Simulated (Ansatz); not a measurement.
Task: a displacement scan with seeded SCF runs of InCu2, space group P6_3/mmc, with Ansatz 0.2.0, Python API. Give the script and its output. Level of theory (first run): LDA, PAW, cutoff 450 eV, 5×5×3 k-points, cold smearing of 0.1 eV.

```yaml
crystal:
  lattice:
    - [4.29430, 0.00000, 0.00000]
    - [-2.14715, 3.71897, 0.00000]
    - [0.00000, 0.00000, 5.23280]
  atoms:
    - { symbol: In, position: [0.33333, 0.66667, 0.75000] }
    - { symbol: In, position: [0.66667, 0.33333, 0.25000] }
    - { symbol: Cu, position: [0.33333, 0.66667, 0.25000] }
    - { symbol: Cu, position: [0.66667, 0.33333, 0.75000] }
    - { symbol: Cu, position: [0.00000, 0.00000, 0.00000] }
    - { symbol: Cu, position: [0.00000, 0.00000, 0.50000] }
```

`walk.py`:
```python
'''A displacement scan in InCu2 with warm starts.'''

import logging
import sys

import ansatz as az
import numpy as np

logging.basicConfig(stream=sys.stdout, format='%(levelname)s %(message)s')
log = logging.getLogger('run')
log.setLevel(logging.INFO)

vectors = np.array([
    [4.2943, 0.0, 0.0],
    [-2.14715, 3.71897289, 0.0],
    [0.0, 0.0, 5.2328],
])
xtal = (
    az.Lattice.of(vectors)
    .atom('In', [1 / 3, 2 / 3, 0.75])
    .atom('In', [2 / 3, 1 / 3, 0.25])
    .atom('Cu', [1 / 3, 2 / 3, 0.25])
    .atom('Cu', [2 / 3, 1 / 3, 0.75])
    .atom('Cu', [0.0, 0.0, 0.0])
    .atom('Cu', [0.0, 0.0, 0.5])
)

start = np.array(xtal.resolved().sites[0].position)
previous, rows = None, []
for step in range(4):
    target = start + step * 0.01 * np.eye(3)[0]
    job = (
        xtal.move(0, to=target).calculation()
        .functional('LDA')
        .basis(450)
        .kpoints(5, 5, 3, center='gamma')
        .occupations(az.OccupationsMethod.COLD)
        .forces()
    )
    session = job.session()
    if previous is not None:
        session.seed_next_step(previous)
    previous = session.plan(retain='wavefunctions').execute()
    data = previous.report
    rows.append((step, data['lagrangian_ev'], float(np.linalg.norm(data['forces_ev_ang'][0])), data['n_iterations'], data['n_symmetry_ops']))
rows = [(row[0], 1000 * (row[1] - rows[0][1]), *row[2:]) for row in rows]
log.info('          step          dE meV  force on it eV/A      iterations      operations')
for row in rows:
    log.info(f'{str(row[0]):>14s}  {row[1]:14.3f}  {row[2]:16.4f}  {row[3]:14d}  {row[4]:14d}')
```

```console
$ python walk.py
INFO           step          dE meV  force on it eV/A      iterations      operations
INFO              0           0.000            0.0000               8              24
INFO              1           8.945            0.4176               7               2
INFO              2          35.981            0.8461               6               2
INFO              3          81.736            1.2974               6               2
```

Reading the output:
- The mesh is modest for a metal, so energies can be off by several to tens of meV an atom and pressures by half a GPa or more; differences at equal mesh fare better.
- The starting cell is as deposited in a crystallographic database; the results hold for this polymorph, which needn't be the stable one.
- The first step keeps the crystal's symmetry; the moved atom lowers it.
- Run time: 120 s on 1 thread of Arm Neoverse N1, with other jobs on the host, peak memory 0.47 GiB.

(Lines on the test bed's own set-up are left out of the output.)
